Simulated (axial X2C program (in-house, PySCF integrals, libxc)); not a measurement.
# SnB: from the state search to constants

What are the state, bond length, wavenumber and bond energy of SnB, and what does spin–orbit coupling change?

Program: an in-house X2C program for linear molecules on PySCF integrals. Level of theory: all-electron X2C, Sn dyall-cv3z, B dyall-v3z. These are calculated values, not measurements.

**1. Input**

Contents of task.json:

```json
{
 "zs": [
  50,
  5
 ],
 "q": 0,
 "bas": [
  "dyall-cv3z",
  "dyall-v3z"
 ],
 "levels": [
  "PBE0",
  "HF",
  "LDA"
 ],
 "cc": true,
 "r0": 2.25,
 "thr": -2.0,
 "nmax": 110,
 "npts": 10,
 "nst": 2,
 "ntry": 8
}
```

Keys: zs atomic numbers; q charge; bas basis sets; levels methods (HF also brings MP2); cc coupled cluster on or off; r0 starting distance in Å; thr threshold in hartree for freezing inner shells (an s shell follows its p shell); nmax most natural virtual spinors; npts points asked for on the curve; nst determinants followed; ntry starts of the search.

The run is started by

```bash
python so2c.py task.json out
```

Spin-free means the one-electron spin-free X2C Hamiltonian; two-component (2c) means X2C with spin–orbit coupling and atomic mean-field two-electron Coulomb and Gaunt terms. Basis: Sn dyall-cv3z contracted to [11s12p9d4f1g], B dyall-v3z contracted to [7s6p2d1f]; Gaussian nuclei, density fitting. Masses: Sn 119.902 u, B 11.009 u.

Notation: σ, π±, δ± give the projection m of an orbital's angular momentum (0, ±1, ±2), α and β its spin, Λ and M_S the sums; ω is the projection of a spinor's total angular momentum and Ω the sum. Logs are in hartree.

The results follow Hamiltonian by Hamiltonian and level by level.

**2. State search with PBE0**

PBE0 moves the distance from 2.250 Å to 2.178 Å and compares determinants there.

Spin-free determinants:

```tsv
ΔE (eV)	state	open shells
0.00	M_S = 3/2, Λ = 0	beyond closed shells: σα, π+α, π-α
0.32	M_S = 1/2, Λ = 0	beyond closed shells: σβ, π+α, π-α
0.75	M_S = 1/2, Λ = 0	beyond closed shells: σα, π+β, π-α
0.75	M_S = 1/2, Λ = 2	beyond closed shells: σα, π+α, π+β
1.18	M_S = 1/2, Λ = 1	beyond closed shells: π+α, π+β, π-α
1.56	M_S = 1/2, Λ = 1	beyond closed shells: π+α
2.45	M_S = 3/2, Λ = 1	beyond closed shells: 2 × π+α, π-α
```

Two-component determinants:

```tsv
ΔE (eV)	state	open shells
0.00	Ω = 3/2	excess of +ω over −ω: ω = 3/2
0.34	Ω = 1/2	excess of +ω over −ω: 2 × ω = -1/2, ω = 3/2
0.59	Ω = 1/2	excess of +ω over −ω: ω = 1/2
0.75	Ω = 5/2	excess of +ω over −ω: 2 × ω = 1/2, ω = 3/2
0.91	Ω = 1/2	excess of +ω over −ω: ω = 1/2
2.53	Ω = 5/2	excess of +ω over −ω: ω = -1/2, 2 × ω = 3/2
2.62	Ω = 7/2	excess of +ω over −ω: ω = 1/2, 2 × ω = 3/2
```

**3. PBE0, spin-free**

State followed: M_S = 3/2, Λ = 0 (beyond closed shells: σα, π+α, π-α). The scan is laid around 2.178 Å, a first estimate of the minimum, and this SCF restarts from the orbitals of the search.

Output at 2.178 Å:

```text
spin-free X2C-1e  PBE0
basis functions 171  fitting functions 915  grid points 5078
iter        total energy     max residual
   1      -6200.943115498     2.43e-05
   2      -6200.943115475     5.33e-05
   3      -6200.943115518     7.55e-06
   4      -6200.943115520     3.65e-06
   5      -6200.943115521     1.36e-06
converged
one-electron -8645.40720774  Coulomb 2554.01873642  exact exchange -41.93869581  xc functional -128.35713422  nuclear repulsion 60.74118583
```

Along the bond, energies from the lowest point:

| R (Å) | E (eV) | μ (D) | HOMO (eV) | LUMO (eV) | iterations |
| --- | --- | --- | --- | --- | --- |
| 1.895 | 0.6954 | -1.11 | -6.06 | -3.34 | 12 |
| 1.982 | 0.2887 | -1.23 | -6.12 | -3.23 | 12 |
| 2.047 | 0.1145 | -1.31 | -6.16 | -3.15 | 12 |
| 2.113 | 0.0247 | -1.37 | -6.19 | -3.09 | 12 |
| 2.178 | 0.0000 | -1.42 | -6.08 | -3.02 | 5 |
| 2.254 | 0.0325 | -1.46 | -5.95 | -2.96 | 12 |
| 2.330 | 0.1122 | -1.47 | -5.85 | -2.90 | 12 |
| 2.429 | 0.2605 | -1.45 | -5.72 | -2.83 | 12 |
| 2.548 | 0.4815 | -1.36 | -5.59 | -2.75 | 12 |
| 2.723 | 0.8321 | -1.16 | -5.43 | -2.81 | 12 |

Dipoles are positive if B is the positive end.

Outer orbitals at the reference distance:

```csv
symmetry,occupied,ε (eV),atomic character
δ+α,yes,-28.59,100% Sn d
δ-α,yes,-28.59,100% Sn d
σα,yes,-28.53,99% Sn d
π-α,yes,-28.48,100% Sn d
π+α,yes,-28.48,100% Sn d
δ-β,yes,-28.45,100% Sn d
δ+β,yes,-28.45,100% Sn d
σβ,yes,-28.39,99% Sn d
π-β,yes,-28.33,100% Sn d
π+β,yes,-28.33,100% Sn d
σα,yes,-14.43,"46% Sn s, 35% B s, 10% B p"
σβ,yes,-12.61,"53% Sn s, 29% B s, 12% B p"
σα,yes,-10.01,"34% B s, 26% Sn s, 21% Sn p"
σβ,yes,-8.06,"35% Sn p, 31% B s, 24% Sn s"
σα,yes,-6.21,"53% B p, 32% Sn p, 8% Sn s"
π+α,yes,-6.08,"51% Sn p, 44% B p"
π-α,yes,-6.08,"51% Sn p, 44% B p"
π-β,no,-3.02,"64% Sn p, 33% B p"
π+β,no,-3.02,"64% Sn p, 33% B p"
σβ,no,-2.36,"52% B p, 23% Sn p, 16% B s"
π+α,no,-1.88,"44% B p, 41% Sn p, 10% Sn d"
```

PBE0 fields in the half plane through the axis: z from -2.4 to 4.5 Å across, distance from the axis 0.15 to 2.25 Å upwards; Sn lies at z = 0 and B at z = 2.178 Å; the ELF is damped to zero where the density is low.

log10 density (e/bohr³). Ten even steps from '0' (-4.52 ) to '9' (1.82 ):
```
011122222222222221111000
111222333333322222221100
112233333333333333222110
122334444444444433332211
223344455544444444433221
223344566655455554443221
233445677765555555443321
233445689865555765543321
```

ELF. Ten even steps from '0' (0.00 ) to '9' (0.99 ):
```
000123444333222110000000
001355655544333322210000
014677766555555445543100
146777654445566667776310
267876432234677788888630
478874234323688789999851
578863377732685018999972
578853637462680955999973
```

Re = 2.175 Å, ωe = 560 cm⁻¹, ωexe = 3.62 cm⁻¹, Be = 0.3534 cm⁻¹, De = 2.77 eV, μ = -1.42 D.

**4. HF, spin-free**

The SCF at the reference distance of 2.178 Å:

```text
spin-free X2C-1e  HF
basis functions 171  fitting functions 915  grid points 5078
iter        total energy     max residual
   1      -6198.402068725     1.77e-01
   2      -6198.425235286     5.66e-03
   3      -6198.426612612     2.98e-03
   4      -6198.426985950     1.91e-03
   5      -6198.427136262     1.56e-03
   6      -6198.427242359     8.58e-04
   7      -6198.427277715     4.82e-04
   8      -6198.427294138     2.51e-04
   9      -6198.427302405     1.25e-04
  10      -6198.427305399     9.59e-05
  11      -6198.427306657     3.74e-05
  12      -6198.427306914     1.53e-05
  13      -6198.427306936     4.82e-06
  14      -6198.427306938     1.35e-06
converged
one-electron -8644.58892612  Coulomb 2553.25438430  exact exchange -167.83395094  xc functional 0.00000000  nuclear repulsion 60.74118583
```

Re = 2.150 Å, ωe = 578 cm⁻¹, ωexe = 8.25 cm⁻¹, Be = 0.3617 cm⁻¹, De = 1.49 eV, μ = -0.85 D.

**5. LDA, spin-free**

The SCF at the reference distance of 2.178 Å:

```text
spin-free X2C-1e  LDA
basis functions 171  fitting functions 915  grid points 5078
iter        total energy     max residual
   1      -6195.049394505     7.11e-01
   2      -6195.064787007     1.03e-02
   3      -6195.064720984     5.97e-03
   4      -6195.064872486     3.48e-03
   5      -6195.064619946     5.19e-03
   6      -6195.065038910     1.60e-04
   7      -6195.065039169     1.48e-04
   8      -6195.065039507     5.14e-06
   9      -6195.065039508     1.79e-06
converged
one-electron -8644.72903828  Coulomb 2553.22543758  exact exchange 0.00000000  xc functional -164.30262464  nuclear repulsion 60.74118583
```

Re = 2.166 Å, ωe = 560 cm⁻¹, ωexe = 3.37 cm⁻¹, Be = 0.3563 cm⁻¹, De = 3.53 eV, μ = -1.53 D.

**6. Correlated methods, spin-free**

Correlated methods: 17 electrons correlated (frozen shells, counted by type: Sn 4 s, 3 p, 1 d; B 1 s), 237 virtual spinors in MP2, 110 natural virtuals in coupled cluster.

Output of the correlated part at 2.178 Å:

```text
correlated 17  virtual 237  natural virtual 110  E(MP2) -0.593316675  MP2 remainder -0.028564375
iter   CCSD correlation   residual
   1     -0.526762951   1.45e-01
   2     -0.541474918   5.81e-02
   3     -0.543492843   2.75e-02
   4     -0.543621199   1.28e-02
   5     -0.544018966   6.37e-03
   6     -0.544063026   2.82e-03
   7     -0.544059162   1.09e-03
   8     -0.544079505   5.13e-04
   9     -0.544065646   2.22e-04
  10     -0.544069955   7.10e-05
  11     -0.544068673   2.41e-05
  12     -0.544069084   9.57e-06
  13     -0.544069115   3.75e-06
  14     -0.544069091   1.44e-06
  15     -0.544069093   4.98e-07
(T) -0.020467120  T1 0.0318  D1 0.0999  max T2 0.100
```

T1 in the output is the amplitude norm over the root of the electron number; divide by √2 for the Lee–Taylor value.

MP2: Re = 2.172 Å, ωe = 579 cm⁻¹, Be = 0.3542 cm⁻¹, De = 2.50 eV.

CCSD: Re = 2.189 Å, ωe = 539 cm⁻¹, ωexe = 2.38 cm⁻¹, Be = 0.349 cm⁻¹, De = 2.31 eV. T1 at Re = 0.022 (Lee–Taylor, the printed value over √2).

CCSD(T): Re = 2.200 Å, ωe = 538 cm⁻¹, Be = 0.3455 cm⁻¹, De = 2.46 eV. T1 at Re = 0.022 (Lee–Taylor, the printed value over √2).

**7. A higher determinant, spin-free**

State: M_S = 1/2, Λ = 0 (beyond closed shells: σβ, π+α, π-α).

Output at the reference distance:

```text
spin-free X2C-1e  PBE0
basis functions 171  fitting functions 915  grid points 5078
iter        total energy     max residual
   1      -6200.931369375     6.71e-06
   2      -6200.931369374     1.47e-05
converged
one-electron -8645.33094461  Coulomb 2553.94127338  exact exchange -41.93496473  xc functional -128.34791924  nuclear repulsion 60.74118583
```

| R (Å) | E above the lowest PBE0 point (eV) |
| --- | --- |
| 1.895 | 1.050 |
| 1.982 | 0.632 |
| 2.047 | 0.450 |
| 2.113 | 0.352 |
| 2.178 | 0.320 |
| 2.254 | 0.345 |
| 2.330 | 0.419 |
| 2.429 | 0.563 |
| 2.548 | 0.782 |

Re = 2.184 Å, ωe = 555 cm⁻¹, ωexe = 3.37 cm⁻¹, Be = 0.3505 cm⁻¹, μ = -1.41 D. ⟨S²⟩ = 1.77 against 0.75 for a pure state, so this determinant mixes spins. Te = 0.32 eV.

**8. The spin-free curves together**

Energy (eV) of the followed determinant, spin-free, from each level's lowest point:

| R (Å) | PBE0 | HF | MP2 | CCSD | CCSD(T) | LDA |
| --- | --- | --- | --- | --- | --- | --- |
| 1.895 | 0.695 | 0.632 | 0.676 | n/a | n/a | 0.637 |
| 1.982 | 0.289 | 0.233 | 0.281 | 0.311 | 0.339 | 0.257 |
| 2.047 | 0.114 | 0.074 | 0.111 | 0.131 | 0.150 | 0.097 |
| 2.113 | 0.025 | 0.005 | 0.023 | 0.034 | 0.043 | 0.017 |
| 2.178 | 0.000 | 0.000 | 0.000 | 0.000 | 0.000 | 0.000 |
| 2.254 | 0.032 | 0.050 | 0.038 | 0.021 | 0.012 | 0.039 |
| 2.330 | 0.112 | 0.136 | 0.134 | 0.089 | 0.076 | 0.124 |
| 2.429 | 0.261 | 0.271 | 0.320 | 0.227 | 0.212 | 0.278 |
| 2.548 | 0.482 | 0.445 | 0.606 | n/a | n/a | 0.505 |
| 2.723 | 0.832 | 0.683 | 1.050 | n/a | n/a | 0.863 |

**9. PBE0, 2c**

State followed: Ω = 3/2 (excess of +ω over −ω: ω = 3/2). The scan is laid around 2.178 Å, a first estimate of the minimum, and this SCF restarts from the orbitals of the search.

Output at 2.178 Å:

```text
two-component X2C + atomic mean field  PBE0
basis functions 171  fitting functions 915  grid points 5078
iter        total energy     max residual
   1      -6198.344092674     1.11e-05
   2      -6198.344092684     6.78e-06
   3      -6198.344092687     4.58e-06
   4      -6198.344092690     1.13e-06
   5      -6198.344092690     3.24e-07
converged
one-electron -8637.97724614  Coulomb 2552.60946543  exact exchange -41.91350581  xc functional -128.28400303  nuclear repulsion 60.74118583  atomic mean-field constant -3.51998896
```

Along the bond, energies from the lowest point:

| R (Å) | E (eV) | μ (D) | HOMO (eV) | LUMO (eV) | iterations |
| --- | --- | --- | --- | --- | --- |
| 1.895 | 0.6849 | -1.12 | -6.08 | -3.42 | 14 |
| 1.982 | 0.2848 | -1.24 | -6.13 | -3.31 | 13 |
| 2.047 | 0.1130 | -1.32 | -6.17 | -3.24 | 12 |
| 2.113 | 0.0243 | -1.38 | -6.11 | -3.17 | 12 |
| 2.178 | 0.0000 | -1.43 | -5.99 | -3.11 | 5 |
| 2.254 | 0.0321 | -1.47 | -5.87 | -3.05 | 12 |
| 2.330 | 0.1109 | -1.48 | -5.76 | -2.99 | 12 |
| 2.429 | 0.2573 | -1.46 | -5.63 | -2.92 | 12 |
| 2.548 | 0.4751 | -1.39 | -5.50 | -2.84 | 13 |
| 2.723 | 0.8199 | -1.20 | -5.32 | -2.81 | 13 |

Dipoles are positive if B is the positive end.

Outer spinors at the reference distance:

| ω | occupied | ε (eV) | atomic character | λ mixture |
| --- | --- | --- | --- | --- |
| -3/2 | yes | -29.15 | 100% Sn d | 86% δ, 14% π |
| 3/2 | yes | -29.06 | 100% Sn d | 79% δ, 21% π |
| -1/2 | yes | -29.05 | 100% Sn d | 64% π, 36% σ |
| 1/2 | yes | -29.02 | 100% Sn d | 51% π, 49% σ |
| 5/2 | yes | -28.18 | 100% Sn d | 100% δ |
| 3/2 | yes | -28.06 | 100% Sn d | 79% π, 21% δ |
| -5/2 | yes | -28.04 | 100% Sn d | 100% δ |
| 1/2 | yes | -28.03 | 99% Sn d | 51% σ, 49% π |
| -1/2 | yes | -28.02 | 99% Sn d | 64% σ, 36% π |
| -3/2 | yes | -27.97 | 100% Sn d | 86% π, 14% δ |
| 1/2 | yes | -14.42 | 46% Sn s, 35% B s, 10% B p | 100% σ |
| -1/2 | yes | -12.62 | 52% Sn s, 29% B s, 12% B p | 100% σ |
| 1/2 | yes | -10.00 | 34% B s, 26% Sn s, 21% Sn p | 100% σ |
| -1/2 | yes | -8.07 | 35% Sn p, 31% B s, 24% Sn s | 100% σ |
| 1/2 | yes | -6.21 | 53% B p, 32% Sn p, 8% Sn s | 99% σ, 1% π |
| -1/2 | yes | -6.15 | 54% Sn p, 42% B p | 100% π |
| 3/2 | yes | -5.99 | 48% Sn p, 48% B p, 2% Sn d | 100% π |
| 1/2 | no | -3.11 | 65% Sn p, 32% B p, 2% B d | 99% π, 1% σ |
| -3/2 | no | -2.93 | 62% Sn p, 35% B p | 100% π |
| -1/2 | no | -2.37 | 53% B p, 22% Sn p, 16% B s | 98% σ, 2% π |
| -1/2 | no | -1.91 | 46% B p, 39% Sn p, 10% Sn d | 98% π, 2% σ |

PBE0 fields in the half plane through the axis: z from -2.4 to 4.5 Å across, distance from the axis 0.15 to 2.25 Å upwards; Sn lies at z = 0 and B at z = 2.178 Å; the ELF is damped to zero where the density is low.

log10 density (e/bohr³). Ten even steps from ' ' (-4.52 ) to '@' (1.82 ):
```
  ......::::::::::::::::::::::::::........      
......::::::--------------::::::::::::::....    
....::::----------------------------::::::....  
..::::----======================--------::::....
::::----======++++++==================----::::..
::::----====++******++++==++++++++======--::::..
::----====++**######**++++++++++++++====----::..
::----====++**%%@@%%**++++++++##**++++==----::..
```

ELF. Ten even steps from ' ' (0.00 ) to '@' (0.99 ):
```
      ..::--======----::::::......              
    ..--++++**++++++====--------::::::..        
  ..==**######****++++++==++++====++++==--..    
..==**######**++======++++********######**--..  
::**##%%##**==--::::--==**######%%%%%%%%%%**--  
==##%%%%##==::--==--::--**%%%%##%%@@@@@@@@%%++..
++##%%%%**----######--::**%%++  ..%%@@@@@@@@##::
++##%%%%++--**--##==**::**%%  @@++++@@@@@@@@##--
```

Re = 2.175 Å, ωe = 556 cm⁻¹, ωexe = 3.67 cm⁻¹, Be = 0.3534 cm⁻¹, De = 2.75 eV, μ = -1.43 D.

**10. HF, 2c**

The SCF at the reference distance of 2.178 Å:

```text
two-component X2C + atomic mean field  HF
basis functions 171  fitting functions 915  grid points 5078
iter        total energy     max residual
   1      -6195.800607097     1.76e-01
   2      -6195.823899453     5.53e-03
   3      -6195.825365421     3.02e-03
   4      -6195.825804963     1.96e-03
   5      -6195.826001490     1.60e-03
   6      -6195.826171275     8.58e-04
   7      -6195.826247476     7.10e-04
   8      -6195.826299251     6.54e-04
   9      -6195.826339938     4.25e-04
  10      -6195.826364206     2.75e-04
  11      -6195.826377772     1.31e-04
  12      -6195.826382908     8.57e-05
  13      -6195.826385103     5.10e-05
  14      -6195.826386264     4.79e-05
  15      -6195.826387057     3.59e-05
  16      -6195.826387291     3.69e-05
  17      -6195.826387436     3.09e-05
  18      -6195.826387635     1.61e-05
  19      -6195.826387701     4.99e-06
  20      -6195.826387709     3.28e-06
  21      -6195.826387711     2.12e-06
converged
one-electron -8637.16456432  Coulomb 2551.85375030  exact exchange -167.73677055  xc functional 0.00000000  nuclear repulsion 60.74118583  atomic mean-field constant -3.51998896
```

No constants are quoted: the solution changes its character somewhere along the scan, so the fit is set aside.

**11. LDA, 2c**

Output at 2.178 Å:

```text
two-component X2C + atomic mean field  LDA
basis functions 171  fitting functions 915  grid points 5078
iter        total energy     max residual
   1      -6192.455595594     7.12e-01
   2      -6192.471065250     1.03e-02
   3      -6192.470721239     6.26e-03
   4      -6192.470199530     8.83e-03
   5      -6192.471163059     3.19e-03
   6      -6192.471343434     1.64e-04
   7      -6192.471343431     1.55e-04
   8      -6192.471343815     5.63e-06
   9      -6192.471343816     2.06e-06
converged
one-electron -8637.30980406  Coulomb 2551.82591324  exact exchange 0.00000000  xc functional -164.20864986  nuclear repulsion 60.74118583  atomic mean-field constant -3.51998896
```

Re = 2.164 Å, ωe = 556 cm⁻¹, ωexe = 3.45 cm⁻¹, Be = 0.357 cm⁻¹, De = 3.47 eV, μ = -1.53 D.

**12. MP2 and beyond, 2c**

Correlated methods: 17 electrons correlated (frozen shells, counted by type: Sn 4 s, 3 p, 1 d; B 1 s), 237 virtual spinors in MP2, 110 natural virtuals in coupled cluster.

Output of the correlated part at 2.178 Å:

```text
correlated 17  virtual 237  natural virtual 110  E(MP2) -0.592104509  MP2 remainder -0.028461341
iter   CCSD correlation   residual
   1     -0.525950500   1.45e-01
   2     -0.540700264   5.92e-02
   3     -0.542804246   2.95e-02
   4     -0.543032570   1.45e-02
   5     -0.543507158   7.31e-03
   6     -0.543562138   3.43e-03
   7     -0.543562413   1.67e-03
   8     -0.543596426   1.08e-03
   9     -0.543571255   7.12e-04
  10     -0.543583467   4.33e-04
  11     -0.543577295   2.37e-04
  12     -0.543581758   1.10e-04
  13     -0.543582012   5.32e-05
  14     -0.543582468   3.10e-05
  15     -0.543583056   1.95e-05
  16     -0.543583222   1.16e-05
  17     -0.543583257   6.47e-06
  18     -0.543583275   3.42e-06
(T) -0.020302882  T1 0.0356  D1 0.1043  max T2 0.098
```

MP2: No constants are quoted: the reference changes its character somewhere along the scan, so the fit is set aside.

CCSD: No constants are quoted: the reference changes its character somewhere along the scan, so the fit is set aside.

CCSD(T): No constants are quoted: the reference changes its character somewhere along the scan, so the fit is set aside.

**13. A higher determinant, 2c**

State: Ω = 1/2 (excess of +ω over −ω: 2 × ω = -1/2, ω = 3/2).

Output at the reference distance:

```text
two-component X2C + atomic mean field  PBE0
basis functions 171  fitting functions 915  grid points 5078
iter        total energy     max residual
   1      -6198.331725162     1.06e-05
   2      -6198.331725162     1.33e-05
converged
one-electron -8637.88357824  Coulomb 2552.51594105  exact exchange -41.91004956  xc functional -128.27523528  nuclear repulsion 60.74118583  atomic mean-field constant -3.51998896
```

| R (Å) | E above the lowest PBE0 point (eV) |
| --- | --- |
| 1.895 | 1.069 |
| 1.982 | 0.651 |
| 2.047 | 0.468 |
| 2.113 | 0.369 |
| 2.178 | 0.337 |
| 2.254 | 0.361 |
| 2.330 | 0.434 |
| 2.429 | 0.577 |
| 2.548 | 0.793 |

Re = 2.185 Å, ωe = 553 cm⁻¹, ωexe = 3.4 cm⁻¹, Be = 0.3502 cm⁻¹, μ = -1.42 D. Te = 0.34 eV.

**14. The 2c curves together**

Energy (eV) of the followed determinant, 2c, from each level's lowest point:

| R (Å) | PBE0 | HF (jumps) | MP2 (its reference jumps) | CCSD (its reference jumps) | CCSD(T) (its reference jumps) | LDA |
| --- | --- | --- | --- | --- | --- | --- |
| 1.895 | 0.685 | 0.638 | 0.657 | n/a | n/a | 0.605 |
| 1.982 | 0.285 | 0.241 | 0.265 | 0.307 | 0.332 | 0.244 |
| 2.047 | 0.113 | 0.081 | 0.098 | 0.129 | 0.145 | 0.091 |
| 2.113 | 0.024 | 0.009 | 0.016 | 0.033 | 0.040 | 0.015 |
| 2.178 | 0.000 | 0.000 | 0.000 | 0.000 | 0.000 | 0.000 |
| 2.254 | 0.032 | 0.044 | 0.047 | 0.022 | 0.016 | 0.040 |
| 2.330 | 0.111 | 0.125 | 0.143 | 0.090 | 0.080 | 0.125 |
| 2.429 | 0.257 | 0.258 | 0.318 | 0.224 | 0.213 | 0.278 |
| 2.548 | 0.475 | 0.434 | 0.609 | n/a | n/a | 0.503 |
| 2.723 | 0.820 | 0.673 | 1.049 | n/a | n/a | 0.856 |

The whole job took 6.2 min on 1 thread of Arm Neoverse V1, shared host; peak memory 1.6 GiB.

**15. Constants**

Lowest determinant that the search found at its distance, spin-free: M_S = 3/2, Λ = 0 (beyond closed shells: σα, π+α, π-α).

Lowest determinant that the search found at its distance, 2c: Ω = 3/2 (excess of +ω over −ω: ω = 3/2).

```tsv
Hamiltonian	level	Re (Å)	ωe (cm⁻¹)	De (eV)	μ (D)
spin-free	PBE0	2.175	560	2.77	-1.42
spin-free	HF	2.150	578	1.49	-0.85
spin-free	MP2	2.172	579	2.50	n/a
spin-free	CCSD	2.189	539	2.31	n/a
spin-free	CCSD(T)	2.200	538	2.46	n/a
spin-free	LDA	2.166	560	3.53	-1.53
2c	PBE0	2.175	556	2.75	-1.43
2c	LDA	2.164	556	3.47	-1.53
```

Dipoles are positive if B is the positive end. No constants: 2c HF (the solution changes its character somewhere along the scan, so the fit is set aside); 2c MP2 (the reference changes its character somewhere along the scan, so the fit is set aside); 2c CCSD (the reference changes its character somewhere along the scan, so the fit is set aside); 2c CCSD(T) (the reference changes its character somewhere along the scan, so the fit is set aside).

Time per point (s) on 1 thread of Arm Neoverse V1, shared host (2c runs); the times are rough: PBE0 0.69, LDA 0.26.

What this shows: At PBE0, going from spin-free to two-component changes Re by 0 mÅ, ωe by -0.6 %, which is small (part of it comes from the scalar share of the two-electron terms). De moves by -0.03 eV; both De rest on single-determinant atoms, which can miss part of an open shell's spin–orbit lowering.

De refers to Sn + B, each in the lowest determinant found, which need not be this curve's own limit. The state is a single determinant with fixed occupations, the lowest that a limited PBE0 search found. Dissociation energies refer to the lowest single-determinant-based atoms at the same level and basis. Density functionals use the spin component along the axis (collinear). CCSD and (T) use frozen natural virtuals with an MP2 correction for the truncation. With several unpaired electrons one determinant need not be a pure state. T1 at Re is 0.022 (Lee–Taylor), above the customary mark of 0.02.
